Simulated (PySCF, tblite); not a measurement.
**C₆H₉N₂ radical: geometry, infrared bands and EPR parameters**

Wanted: the infrared bands and EPR parameters of C₆H₉N₂ radical (`[H]/N=C(N=C)/C(C)=C\[CH2]`), by calculation.

Programs: tblite 0.8.0 and PySCF 2.14.0, with density-fitted response routines of our own. Each step states its level of theory. These are calculated values for one molecule in the gas phase, unless marked as measured. Atoms count from 0, in the outputs and in this text.

### Step 1. Starting geometry

17 atoms, charge 0, multiplicity 2; geometry from: force field or distance geometry start.

Bonds of the start (Å): C0–C1 1.44, C1–C2 1.35, C2–C3 1.51, C2–C4 1.48, C4–N5 1.29, C4–N6 1.36, N6–C7 1.30, C0–H8 1.09, C0–H9 1.07, C1–H10 1.09, C3–H11 1.10, C3–H12 1.10, C3–H13 1.09, N5–H14 1.02, C7–H15 1.09, C7–H16 1.11.

### Step 2. Optimising the geometry with GFN2-xTB

The job: settings as JSON, then the geometry in Å.

```
{"job": {"kind": "relax", "xc": "GFN2-xTB", "basis": "xTB"}, "charge": 0, "multiplicity": 2}
C     -1.901200    -1.605000     0.620600
C     -1.668900    -0.187000     0.483100
C     -0.545000     0.417100     0.041700
C     -0.457500     1.927200    -0.019100
C      0.641700    -0.320200    -0.446100
N      0.659400    -1.412900    -1.126300
N      1.846000     0.269600    -0.191900
C      2.383300    -0.088200     0.936000
H     -2.876400    -1.944200     0.962800
H     -1.190600    -2.343200     0.305200
H     -2.501700     0.425200     0.820000
H     -1.421900     2.397000     0.203100
H      0.259000     2.288600     0.737100
H     -0.137300     2.251100    -1.008200
H      1.647100    -1.579300    -1.338200
H      3.346500     0.328400     1.246900
H      1.910500    -0.812100     1.627900
```

The run is started by

```sh
OMP_NUM_THREADS=1 python probes_run.py task.json out
```

This one command runs all jobs of the session in turn.

Output:

```text
step      E/eV     max force
  0    -629.46387    3.916
  1    -629.70584    3.221
  2    -629.78439    1.162
  3    -629.81895    0.693
  4    -629.85485    0.498
  5    -629.88263    0.423
  6    -629.90221    0.292
  7    -629.91361    0.261
  8    -629.92109    0.258
  9    -629.92791    0.270
 10    -629.93413    0.221
 11    -629.94072    0.183
 12    -629.94853    0.220
 13    -629.95721    0.192
 14    -629.96407    0.170
 15    -629.96806    0.136
 16    -629.97072    0.136
 17    -629.97306    0.116
 18    -629.97525    0.098
 19    -629.97702    0.087
 20    -629.97824    0.068
 21    -629.97922    0.080
 22    -629.98023    0.098
 23    -629.98132    0.086
 24    -629.98247    0.088
 25    -629.98382    0.091
 26    -629.98567    0.097
 27    -629.98847    0.158
 28    -629.99253    0.190
 29    -629.99768    0.229
 30    -630.00346    0.238
 31    -630.00949    0.192
 32    -630.01561    0.218
 33    -630.02110    0.173
 34    -630.02546    0.164
 35    -630.02942    0.155
 36    -630.03368    0.228
 37    -630.03813    0.223
 38    -630.04163    0.395
 39    -630.04596    0.141
 40    -630.05006    0.147
 41    -630.05423    0.201
 42    -630.06093    0.235
 43    -630.07035    0.254
 44    -630.07875    0.167
 45    -630.08365    0.156
 46    -630.08702    0.145
 47    -630.08958    0.135
 48    -630.09014    0.216
 49    -630.09199    0.110
 50    -630.09264    0.055
 51    -630.09332    0.059
 52    -630.09370    0.049
 53    -630.09409    0.049
 54    -630.09444    0.041
 55    -630.09483    0.045
 56    -630.09523    0.053
 57    -630.09562    0.051
 58    -630.09595    0.048
 59    -630.09626    0.040
 60    -630.09660    0.041
 61    -630.09694    0.036
 62    -630.09724    0.041
 63    -630.09750    0.035
 64    -630.09775    0.037
 65    -630.09802    0.039
 66    -630.09834    0.064
 67    -630.09872    0.084
 68    -630.09918    0.088
 69    -630.09971    0.073
 70    -630.10016    0.041
 71    -630.10044    0.048
 72    -630.10061    0.040
 73    -630.10078    0.030
 74    -630.10100    0.040
 75    -630.10130    0.040
 76    -630.10160    0.042
 77    -630.10189    0.049
 78    -630.10223    0.043
 79    -630.10261    0.044
 80    -630.10298    0.042
 81    -630.10332    0.050
 82    -630.10359    0.047
 83    -630.10379    0.031
 84    -630.10395    0.039
 85    -630.10409    0.025
 86    -630.10425    0.035
 87    -630.10441    0.045
 88    -630.10460    0.048
 89    -630.10481    0.033
 90    -630.10504    0.043
 91    -630.10530    0.043
 92    -630.10555    0.039
 93    -630.10578    0.045
 94    -630.10595    0.025
 95    -630.10606    0.023
 96    -630.10616    0.020
 97    -630.10622    0.019
 98    -630.10626    0.012
 99    -630.10629    0.013
100    -630.10633    0.016
101    -630.10641    0.022
102    -630.10654    0.026
103    -630.10668    0.026
104    -630.10678    0.021
105    -630.10684    0.020
106    -630.10689    0.018
107    -630.10696    0.020
108    -630.10704    0.019
109    -630.10711    0.019
110    -630.10716    0.017
111    -630.10722    0.016
112    -630.10729    0.015
113    -630.10736    0.014
114    -630.10739    0.010
```

It took 1 s on 1 thread of Arm Neoverse N1, shared host; peak memory 0.18 GiB.

The steps of the relaxation: (not every step is listed)

```csv
step,energy from step 0 (eV),largest force (eV/Å)
0,0.0000,3.9155
1,-0.2420,3.2208
2,-0.3205,1.1617
3,-0.3551,0.6925
4,-0.3910,0.4980
5,-0.4188,0.4233
6,-0.4383,0.2917
7,-0.4497,0.2609
8,-0.4572,0.2583
18,-0.5114,0.0983
28,-0.5287,0.1897
38,-0.5778,0.3945
48,-0.6263,0.2156
58,-0.6321,0.0482
68,-0.6353,0.0878
78,-0.6384,0.0431
88,-0.6407,0.0475
98,-0.6424,0.0116
108,-0.6432,0.0193
109,-0.6432,0.0188
110,-0.6433,0.0171
111,-0.6433,0.0161
112,-0.6434,0.0154
113,-0.6435,0.0140
114,-0.6435,0.0099
```

Distances of close pairs at the start and the end, largest changes first:

```csv
bond,before (Å),after (Å),change (Å)
C0–C1,1.443,1.353,-0.090
C1–C2,1.350,1.407,+0.057
N6–C7,1.300,1.250,-0.050
C2–C4,1.480,1.438,-0.042
C4–N6,1.365,1.393,+0.029
C2–C3,1.514,1.493,-0.020
C7–H16,1.107,1.095,-0.013
C7–H15,1.095,1.082,-0.012
```

The end geometry stands in the next job.

### Step 3. Vibrational analysis with GFN2-xTB

The job: settings as JSON, then the geometry in Å.

```
{"job": {"kind": "ir", "xc": "GFN2-xTB", "basis": "xTB"}, "charge": 0, "multiplicity": 2}
C     -2.226308    -1.530292     0.189876
C     -1.887467    -0.222794     0.275852
C     -0.600520     0.328940     0.134102
C     -0.424234     1.805425     0.273526
C      0.591229    -0.442254    -0.093411
N      0.577959    -1.707720    -0.314102
N      1.755356     0.317556    -0.188115
C      2.757154     0.225334     0.553622
H     -3.250030    -1.841882     0.308023
H     -1.477700    -2.276107    -0.002448
H     -2.674179     0.498906     0.472264
H     -1.383609     2.316279     0.287625
H      0.105173     2.043745     1.199251
H      0.181164     2.193559    -0.545549
H      1.503287    -2.106206    -0.457566
H      3.632754     0.814903     0.315099
H      2.812976    -0.405362     1.446639
```

Output:

```text
mode    cm-1     km/mol
  1      50.0      3.11
  2      77.8      5.20
  3     108.5      1.48
  4     161.7      0.72
  5     209.7      5.63
  6     239.6      3.42
  7     290.1      1.83
  8     326.1      4.95
  9     386.5      9.43
 10     401.7      2.08
 11     550.1      1.23
 12     552.0      5.33
 13     638.6      5.66
 14     687.3      0.94
 15     770.1     80.59
 16     794.0     17.01
 17     849.0     18.98
 18     945.2      6.27
 19     960.9      8.16
 20     979.1      6.35
 21    1006.3     18.36
 22    1022.3     26.80
 23    1059.5     14.38
 24    1138.6     27.60
 25    1212.8      6.02
 26    1258.9     99.91
 27    1317.6      2.32
 28    1360.0     69.11
 29    1393.0     14.68
 30    1401.4      7.54
 31    1428.5      0.59
 32    1459.1      5.74
 33    1480.3     11.49
 34    1504.4     43.39
 35    1566.2     34.58
 36    1754.0     38.80
 37    2885.1     91.16
 38    2961.4     19.22
 39    3008.8      8.53
 40    3020.8     39.06
 41    3042.5     30.91
 42    3043.1     32.21
 43    3105.1     11.68
 44    3165.4     14.41
 45    3344.3     22.83
```

Wall time 0.78 s (1 thread of Arm Neoverse N1, shared host); peak memory 0.18 GiB.

The strongest bands and the atoms that carry them (share of the mass-weighted mode):

```csv
cm⁻¹,km/mol,atoms
770,80.6,"H14 65 %, N5 12 %, C4 11 %"
1259,99.9,"C2 27 %, H10 19 %, H14 16 %, C4 13 %"
1360,69.1,"C2 24 %, C4 16 %, H10 14 %, H8 14 %"
1504,43.4,"C0 25 %, C1 25 %, C4 19 %, N5 12 %"
1566,34.6,"C4 41 %, N5 20 %, C1 19 %"
1754,38.8,"N6 49 %, C7 49 %"
2885,91.2,H16 93 %
3021,39.1,H10 90 %
```

### Step 4. EPR parameters: B3LYP/pcH-1

The job, as its differences from that of step 3:

```diff
@@ -1,2 +1,2 @@
-{"job": {"kind": "ir", "xc": "GFN2-xTB", "basis": "xTB"}, "charge": 0, "multiplicity": 2}
+{"job": {"kind": "epr", "basis": "pcH-1"}, "charge": 0, "multiplicity": 2}
 C     -2.226308    -1.530292     0.189876
```

Method: UKS B3LYP, pcH-1 on C H N, non-relativistic, mean-field spin-orbit, GIAO.

Output:

```text
UKS, coarse grid
  cycle   1  E = -343.40814394  |g| = 4.14e-01
  cycle   2  E = -343.27976639  |g| = 6.74e-01
  cycle   3  E = -343.48399324  |g| = 1.41e-01
  cycle   4  E = -343.49313608  |g| = 4.91e-02
  cycle   5  E = -343.49403452  |g| = 2.95e-02
  cycle   6  E = -343.49443500  |g| = 7.34e-03
  cycle   7  E = -343.49449033  |g| = 4.37e-03
  cycle   8  E = -343.49451546  |g| = 1.64e-03
  cycle   9  E = -343.49452003  |g| = 8.12e-04
UKS, final grid
  cycle   1  E = -343.49449163  |g| = 1.15e-03
  cycle   2  E = -343.49449053  |g| = 1.91e-03
  cycle   3  E = -343.49449241  |g| = 1.86e-04
  cycle   4  E = -343.49449243  |g| = 8.89e-05
  cycle   5  E = -343.49449246  |g| = 7.67e-05
  cycle   6  E = -343.49449246  |g| = 2.07e-05
E = -343.49449246 Eh   <S^2> = 0.7787 (exact 0.7500)
g shifts (ppm)      1          2          3
  rmc          -155       -155       -155
  gc             -5         35         27
  oz_so          22        723       1513
  total        -138        603       1385
hyperfine (MHz)  atom isotope    a_iso     a_fc   dipolar eigenvalues
    0   13C      39.69      39.69    -39.24    -37.28     76.52
    1   13C     -41.23     -41.23    -25.68     10.41     15.26
    2   13C      54.33      54.33    -49.08    -47.37     96.44
    3   13C     -20.97     -20.97     -1.80      0.53      1.28
    4   13C     -31.87     -31.87    -10.97      3.85      7.13
    5   14N       7.03       7.03    -11.09    -10.52     21.61
    6   14N      -1.51      -1.51     -0.91      0.04      0.87
    7   13C      -6.35      -6.35     -1.54      0.52      1.01
    8    1H     -31.90     -31.90    -19.19     -0.65     19.84
    9    1H     -31.91     -31.91    -14.83     -2.12     16.95
   10    1H      10.57      10.57     -4.51     -1.35      5.87
   11    1H       4.68       4.68     -2.73     -2.29      5.03
   12    1H      84.78      84.78     -3.64     -2.00      5.63
   13    1H      52.55      52.55     -3.24     -2.44      5.68
   14    1H     -16.83     -16.83    -13.99     -3.04     17.02
   15    1H       1.79       1.79     -0.64     -0.46      1.10
   16    1H       2.50       2.50     -1.37     -0.76      2.13
```

It took 2 min on 1 thread of Arm Neoverse N1, shared host; peak memory 0.97 GiB.

Principal g values 2.00218, 2.00292, 2.00370; g(iso) = 2.00294, against 2.00232 for a free electron.

Mean a(iso) over the nuclei that a row names, and the largest dipolar term of the row (other rows stand at the frozen geometry):

```csv
nuclei,isotope,a(iso) (MHz),"a(iso) (G, at g = 2.0023)",largest dipolar term (MHz)
C2,13C,54.3,19.4,96.4
"H11, H12, H13",1H,47.3,16.9,5.7
C1,13C,-41.2,-14.7,-25.7
C0,13C,39.7,14.2,76.5
"H8, H9",1H,-31.9,-11.4,19.8
C4,13C,-31.9,-11.4,-11.0
C3,13C,-21.0,-7.5,-1.8
H14,1H,-16.8,-6.0,17.0
H10,1H,10.6,3.8,5.9
N5,14N,7.0,2.5,21.6
C7,13C,-6.3,-2.3,-1.5
H16,1H,2.5,0.9,2.1
H15,1H,1.8,0.6,1.1
N6,14N,-1.5,-0.5,-0.9
```

Mulliken spin populations:

C0 0.53; C1 -0.23; C2 0.59; C3 -0.05; C4 -0.09; N5 0.24; N6 0.01; C7 -0.01; H8 -0.02; H9 -0.02; H10 0.01; H11 0.00; H12 0.03; H13 0.02; H14 -0.01; H15 0.00; H16 0.00

In first order the couplings over 0.8 MHz of 1H, 14N give 1622 distinct lines over 90.9 G, if the averaged nuclei exchange fast.

The fields below are evaluated on a grid from the run's orbitals.

ELF in a plane through or near 10 of the atoms.

Values, 10 rows by 14 columns:
```
0.00 0.00 0.00 0.00 0.00 0.00 0.00 0.00 0.00 0.00 0.00 0.00 0.00 0.00
0.00 0.00 0.00 0.00 0.00 0.00 0.00 0.01 0.03 0.00 0.00 0.00 0.00 0.00
0.00 0.00 0.00 0.00 0.00 0.07 0.37 0.56 0.98 0.06 0.00 0.00 0.00 0.00
0.00 0.00 0.00 0.00 0.00 0.17 0.95 0.47 0.46 0.30 0.93 0.02 0.00 0.00
0.00 0.00 0.76 0.71 0.48 0.30 0.09 0.75 0.62 0.95 0.94 0.01 0.00 0.00
0.00 0.01 0.97 0.96 0.17 0.59 0.56 0.78 0.64 0.81 0.36 0.76 0.13 0.00
0.00 0.00 0.04 0.24 0.64 0.03 0.68 0.59 0.11 0.83 0.77 0.99 0.58 0.00
0.00 0.00 0.00 0.02 0.02 0.11 0.52 0.82 0.07 0.97 0.23 0.11 0.01 0.00
0.00 0.00 0.00 0.00 0.00 0.02 0.04 0.06 0.00 0.01 0.00 0.00 0.00 0.00
0.00 0.00 0.00 0.00 0.00 0.00 0.00 0.00 0.00 0.00 0.00 0.00 0.00 0.00
```
The map spans 12.6 Å across and 10.3 Å up, centred on the molecule. Atoms in the plane (x, y in Å): C0 (2.5, -1.0), C1 (1.9, 0.2), C2 (0.5, 0.4), C3 (0.0, 1.9), C7 (-2.7, -0.4), H8 (3.6, -1.0), H9 (2.0, -1.9), H10 (2.5, 1.1), H11 (0.8, 2.6), H15 (-3.7, 0.0).

log10 of the density (e/Å³) in the same plane.

Ten even steps from ' ' (-4.0) to '@' (0.9):
```
                                                        
                            ....                        
                      ..::::::::::..                    
                  ..::----========--::..                
                ..::--==++********++--::..              
              ..::--==**########**++====--::..          
          ....::::--++**%%%%%%##**++++++++--::          
      ..::----======++**##%%%%##****####**==--..        
    ..--==++++********++**##%%%%##%%%%%%##==--::        
    ..==++############****##%%%%%%@@@@%%**++==--::      
    ..==++##%%@@@@%%##############%%%%%%##**++==--..    
    ..--++**##%%%%############****##%%@@%%%%##++--..    
      ::--==++**##**++**######****##%%%%%%%%**++--..    
      ..::--==++++==++**######****######****++==::      
        ..::------====++**####**++******++==----..      
            ....::--==++++++++++========--::::..        
                  ..::----------::::::::..              
                      ........                          
                                                        
                                                        
```
The map spans 12.6 Å across and 10.3 Å up, centred on the molecule. Atoms in the plane (x, y in Å): C0 (2.5, -1.0), C1 (1.9, 0.2), C2 (0.5, 0.4), C3 (0.0, 1.9), C7 (-2.7, -0.4), H8 (3.6, -1.0), H9 (2.0, -1.9), H10 (2.5, 1.1), H11 (0.8, 2.6), H15 (-3.7, 0.0).

On the surface of density 0.002 e/bohr³ the electrostatic potential runs, from the 1st to the 99th percentile, from -1.46 V near N5 to 1.20 V near H14.

The spin density lies nearest to C2 32 %; C0 24 %; N5 14 %; C1 8 % (beta excess).

### Step 5. Outcome

```
                                 quantity                  value
strongest single infrared mode (GFN2-xTB)  1259 cm⁻¹, 100 km/mol
             zero-point energy (GFN2-xTB)          84.2 kcal/mol
                           g(iso) (B3LYP)                2.00294
                                     ⟨S²⟩     0.779 (exact 0.75)
       largest a(iso) (averaged by class)    13C on C2, 54.3 MHz
    surface potential, 1st and 99th percentile     -1.46 V and 1.20 V
```

**Reading.** Relaxing lowered the energy by 0.644 eV in 114 steps; the close pair that moved most is C0–C1, from 1.443 to 1.353 Å. No mode is imaginary among the 45: a minimum at this level. The strongest single mode, at 1259 cm⁻¹, is spread over several atoms, C2, H10, H14, C4 among them. Unscaled tight-binding wavenumbers are off by several per cent, some by more. Its intensities can rank the bands wrongly. The largest spin populations lie on C2 (0.59 e), C0 (0.53 e). The isotropic g lies 0.6 ppt above the free-electron value.
